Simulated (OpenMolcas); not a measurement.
**V⁴⁺ among point charges: CASSCF and CASPT2 levels and susceptibility**

Aim: the splitting of the states of V⁴⁺ in the field of 6 point charges, its lowest levels with spin-orbit coupling and its magnetic susceptibility.

The numbers are computed with OpenMolcas 26.06 (state-averaged CASSCF and CASPT2, spin-orbit coupling by RASSI with atomic mean-field integrals), except any that are marked as measured or tabulated.

## (1) The system

- Species: V⁴⁺ (vanadium, Z = 23, 19 electrons)
- Basis: ANO-RCC-VDZP [5s4p2d1f], 34 functions
- Scalar Hamiltonian: DKH2, point nucleus
- Inactive shells: 1s 2s 2p 3s 3p
- Active space: 1 electron in 5 orbitals (3d)
- Some configurations of this space: 3d
- Orbitals: optimised for each spin and parity, averaged over all roots

The outer shells:

3d
```
3d [↑ ][  ][  ][  ][  ]
```

The ion sits among 6 point charges of -2.2 e arranged as an octahedron (Oh), 1.93 Å from the ion.

The work runs as a chain of OpenMolcas steps in one folder; each step below is one input file. Labels, J, g values, rates, χT and fits are worked out afterwards by a script from the matrices that RASSI stores. The input lists half of the charges; inversion (Group=XYZ) makes the rest.

## (2) Basis and integrals

Contents of a.inp:

```
&GATEWAY
Coord
1

V 0.0 0.0 0.0
Basis=ANO-RCC-VDZP
Group=XYZ
NoMove
AngMom=0.0 0.0 0.0
AMFI
XField
3 Angstrom 0
1.930000 0.000000 0.000000 -2.200000
0.000000 1.930000 0.000000 -2.200000
0.000000 0.000000 1.930000 -2.200000
&SEWARD
```

On the command line:

```bash
$ OMP_NUM_THREADS=1 MOLCAS_MEM=1689 MOLCAS_PROJECT=a pymolcas a.inp > a.log
```

## (3) CASSCF: doublets of even parity, 5 roots

Contents of a.inp:

```
&RASSCF
FileOrb=start.orb
Symmetry=1
Spin=2
nActEl=1 0 0
Inactive=3 6
Ras2=5 0
CIRoot=5 5 1
SDav=5
CIMx=300
Iter=120 100
PrWF=0.3
OrbListing=Nothing
MaxOrb=0
>>> COPY $Project.JobIph JOB001
```

start.orb holds the contracted functions of the basis, ordered by shell, or the orbitals of the step before.

## (4) RASSI: spin-orbit coupling between the states

Contents of a.inp:

```
&RASSI
NrOfJobIphs=1 5
1 2 3 4 5
IphNames
JOB001
EJob
SpinOrbit
DIPRint=1.0
SOCoupling=1000.0
Subsets=2
Property=9
'ANGMOM' 1 'ANGMOM' 2 'ANGMOM' 3 'MLTPL  1' 1 'MLTPL  1' 2 'MLTPL  1' 3
'AMFI' 1 'AMFI' 2 'AMFI' 3
SOProperty=3
'ANGMOM' 1 'ANGMOM' 2 'ANGMOM' 3
```

## (5) CASPT2: IPEA 0.25, imaginary shift 0.1 (closed shells correlated: 3s 3p)

Contents of a.inp:

```
>>> COPY JOB001 $Project.JobIph
&CASPT2
Multistate=5 1 2 3 4 5
NoMult
Frozen=2 3
IPEA=0.25
Imaginary=0.1
MaxIter=60
WThr=0.0 0.3 0.05
PrWF=0.5
NoMix
```

(Steps that only read results are left out.)

Q: Predict the outcome of this session. Wanted: spin-free ground state; first state of the same spin within the active space; lowest level; next level.

As calculated:

```
                                            quantity                                                                        value
                                              method  SS-CASPT2, IPEA 0.25, imaginary shift 0.1 (closed shells correlated: 3s 3p)
                              spin-free ground state                                              2T2, 3-fold in its orbital part
first state of the same spin within the active space                                                              2E at 5210 cm⁻¹
                                        lowest level                                                                    4-fold Γ8
                                          next level                                                                   370.3 cm⁻¹
                                         χT at 300 K                                                               0.37 cm³ K/mol
                           effective moment at 300 K                                                                      1.71 μB
```

Cost by method:

```csv
method,time of its own steps,time with the reference
A. CASSCF,1.6 s,1.6 s
"B. SS-CASPT2, IPEA 0.25, imaginary shift 0.1, +3s 3p",0.47 s,2 s
```

Times are of one thread on a shared host.

What this shows: The spin-free ground state (2T2) comes to 100 % from free-ion D terms and keeps the highest spin of the shell. χT at 300 K is 0.37, against 0.38 cm³ K/mol for the spin alone; near agreement at one temperature doesn't show that the orbital moment is quenched. A ligand-field fit to the states below 45000 cm-1 gives 10Dq = 5215 cm-1, the gap between the two states. CASPT2 does not keep the components of a term degenerate, and the means are used. The field of point charges can differ much from that of real complexes. This is an electrostatic model: the charges have no orbitals.
